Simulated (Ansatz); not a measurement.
# CdClF: ionisation energy by level of theory

One table from this session's results is given with a row withheld; the runs are named, their logs left out.

Computed with Ansatz 0.2.0, Gaussian basis. Level: unrestricted cation, the program's frozen cores in correlated methods.

The runs, in order: UKS PBE-D4/def2-TZVPP; UKS r2SCAN-D4/def2-TZVPP; UKS PBE0-D4/def2-TZVPP; UKS B3LYP-D4/def2-TZVPP; UKS wB97X-V/def2-TZVPP; UKS wB97M-V/def2-TZVPP; UKS B2PLYP/def2-TZVPP; UHF-CCSD(T)/def2-TZVPP; UHF-MP2/def2-QZVPP; extrapolation to the limit; then −ε(HOMO) from the neutral's earlier runs with LDA (SPW92), PBE-D4, revPBE-D4, BLYP-D4, r2SCAN-D4, B97M-V, PBE0-D4, B3LYP-D4, r2SCANh-D4, r2SCAN0-D4, HSE06-D4, BHLYP-D4, CAM-B3LYP-D4, LC-ωPBE, ωB97X-V, ωB97M-V.

**The geometry**

All runs share one geometry, relaxed beforehand with PBE0-D4 in a triple-zeta def2 set. Cd takes the def2 core potential; no spin-orbit term is included.

3 atoms, charge 0, spin multiplicity 1.

Atoms are counted from 1 here; the program's logs count them from 0.

Bond lengths: F1–Cd2 1.929 Å, Cd2–Cl3 2.252 Å. Angles: F1–Cd2–Cl3 180.0°.

The first run:

File in.yaml:

```yaml
crystal:
  periodic: [false, false, false]
  atoms:
    - {symbol: F, position_ang: [-0.475047, 1.959559, -0.054320]}
    - {symbol: Cd, position_ang: [-0.028495, 0.083150, -0.007008]}
    - {symbol: Cl, position_ang: [0.492642, -2.107408, 0.048130]}
basis:
  gaussian: {orbitals: def2-TZVPP}
total_charge: 1
magnetization: {spin_polarized: true, initial_magnetization: 1}
hamiltonian: {xc: pbe, dispersion: d4}
```

Among the steps run: Cation, UKS PBE-D4/def2-TZVPP; Cation, UKS r2SCAN-D4/def2-TZVPP; Cation, UKS PBE0-D4/def2-TZVPP; Cation, UKS B3LYP-D4/def2-TZVPP; Cation, UKS wB97X-V/def2-TZVPP; Cation, UKS wB97M-V/def2-TZVPP; Cation, UKS B2PLYP (frozen core)/def2-TZVPP; Cation, UHF-CCSD(T)/def2-TZVPP; Cation, UHF-MP2/def2-QZVPP.

One of the session's tables, all rows but one given; the rest of the session is left out.

Orbital estimates, from the neutral's runs:

```
  functional  −ε(HOMO) (eV)
 LDA (SPW92)           7.94
      PBE-D4           7.71
   revPBE-D4              ?
     BLYP-D4           7.57
   r2SCAN-D4           8.05
      B97M-V           8.09
     PBE0-D4           9.13
    B3LYP-D4           8.87
  r2SCANh-D4           8.57
  r2SCAN0-D4           9.36
    HSE06-D4           8.72
    BHLYP-D4          10.39
CAM-B3LYP-D4          10.53
     LC-ωPBE          11.92
     ωB97X-V          11.54
     ωB97M-V          11.40
```

**Question.** Estimate the row for revPBE-D4.

**Answer.** −ε(HOMO) (eV): 7.63. In the column «−ε(HOMO) (eV)» it lies between BLYP-D4 (7.57) and PBE-D4 (7.71).

To keep in mind: The cation may have settled in a state other than its lowest; no search over hole states beyond the program's own was made.
